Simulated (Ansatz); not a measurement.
**FH4OPSi: one species, many methods**

Aim: compute FH4OPSi with functionals from several rungs and with coupled cluster. The yardstick is the atomisation energy at the CCSD(T) limit.

Computed with Ansatz 0.2.0, Gaussian basis. Level: functionals in def2-TZVPP, the program's frozen cores in correlated methods.

Levels to be run: LDA (SPW92), PBE-D4, revPBE-D4, BLYP-D4, r2SCAN-D4, B97M-V, PBE0-D4, B3LYP-D4, r2SCANh-D4, r2SCAN0-D4, HSE06-D4, BHLYP-D4, CAM-B3LYP-D4, LC-ωPBE, ωB97X-V, ωB97M-V, B2PLYP, PBE-QIDH; CCSD(T)/def2-SVP; CCSD(T)/def2-TZVPP; MP2/def2-QZVPP; extrapolation to the limit; RPA on PBE.

### Step 1. The geometry

All runs share one geometry, relaxed beforehand with PBE0-D4 in a triple-zeta def2 set.

SMILES `F[SiH2]OP`, 8 atoms, charge 0, spin multiplicity 1.

Atoms are counted from 1 here; the program's logs count them from 0.

Bond lengths: F1–Si2 1.593 Å, Si2–O3 1.631 Å, Si2–H5 1.479 Å, Si2–H6 1.474 Å, O3–P4 1.653 Å, P4–H7 1.423 Å, P4–H8 1.424 Å. Angles: F1–Si2–O3 109.7°, F1–Si2–H5 107.2°, F1–Si2–H6 108.0°, O3–Si2–H5 110.7°, O3–Si2–H6 107.1°, H5–Si2–H6 114.1°, Si2–O3–P4 129.5°, O3–P4–H7 97.5°, O3–P4–H8 98.5°, H7–P4–H8 92.0°.

### Step 2. LDA

This LDA is Slater exchange with PW92 correlation.

in.yaml

```yaml
crystal:
  periodic: [false, false, false]
  atoms:
    - {symbol: F, position_ang: [-1.393408, 1.404659, -1.085982]}
    - {symbol: Si, position_ang: [-0.399604, 1.208781, 0.143789]}
    - {symbol: O, position_ang: [-0.111171, -0.380413, 0.368611]}
    - {symbol: P, position_ang: [0.944425, -1.379098, -0.418851]}
    - {symbol: H, position_ang: [0.851261, 1.925507, -0.187731]}
    - {symbol: H, position_ang: [-1.074029, 1.702990, 1.358060]}
    - {symbol: H, position_ang: [1.269939, -2.214816, 0.686144]}
    - {symbol: H, position_ang: [0.004787, -2.324811, -0.919841]}
basis:
  gaussian: {orbitals: def2-TZVPP}
hamiltonian: {xc: lda}
output: {orbitals: {seedname: orbitals}}
```

Further steps of the session: PBE-D4 (GGA); revPBE-D4 (GGA); BLYP-D4 (GGA); r2SCAN-D4 (meta-GGA); B97M-V (meta-GGA); PBE0-D4 (hybrid); B3LYP-D4 (hybrid); r2SCANh-D4 (hybrid); r2SCAN0-D4 (hybrid); HSE06-D4 (hybrid); BHLYP-D4 (hybrid); CAM-B3LYP-D4 (range-separated); LC-ωPBE (range-separated); ωB97X-V (range-separated); ωB97M-V (range-separated); B2PLYP (double hybrid); PBE-QIDH (double hybrid); CCSD(T) in def2-SVP; CCSD(T) in def2-TZVPP; MP2 in def2-QZVPP; RPA on PBE orbitals.

Q: Predict the results of all the runs planned. Wanted: atomisation energy, CCSD(T)/CBS; farthest beyond LDA; mean size of error, GGA; mean size of error, meta-GGA; mean size of error, hybrid; mean size of error, range-separated; mean size of error, double hybrid; gap, smallest and largest; T1 diagnostic.

The runs gave:

| quantity | value |
| --- | --- |
| atomisation energy, CCSD(T)/CBS | 28.313 eV |
| functionals within 0.142 eV (0.5 %) | PBE-D4, BLYP-D4, B97M-V, CAM-B3LYP-D4, ωB97M-V |
| farthest beyond LDA | BHLYP-D4 (-0.939 eV) |
| mean size of error, GGA | 0.356 eV |
| mean size of error, meta-GGA | 0.114 eV |
| mean size of error, hybrid | 0.602 eV |
| mean size of error, range-separated | 0.220 eV |
| mean size of error, double hybrid | 0.574 eV |
| gap, smallest and largest | 4.61 eV (LDA (SPW92)), 11.98 eV (LC-ωPBE) |
| T1 diagnostic | 0.0126 |
| triples share of the correlation energy | 3.2 % |

LDA overbinds by 3.764 eV (13 %). PBE-D4 is off by -0.115 eV. Double hybrids carry the basis error of their MP2 part in triple zeta, and no dispersion term here, so their miss is partly the set-up's. Taken by rung, meta-GGA functionals do best (0.114 eV on average) and hybrid ones worst beyond LDA (0.602 eV). The mean of the hybrids holds BHLYP, with half exact exchange. Misses under about 0.142 eV are within the doubt on the reference itself, which lacks core-valence correlation, relativity and higher excitations. Hartree-Fock recovers 71 % of the binding; the rest is correlation. CCSD(T) in def2-SVP is off by -2.839 eV, more than most functionals: a good method in a small basis is no reference. The gap grows from 4.6 to 12.0 eV across the functionals, mostly with the share of exact exchange.
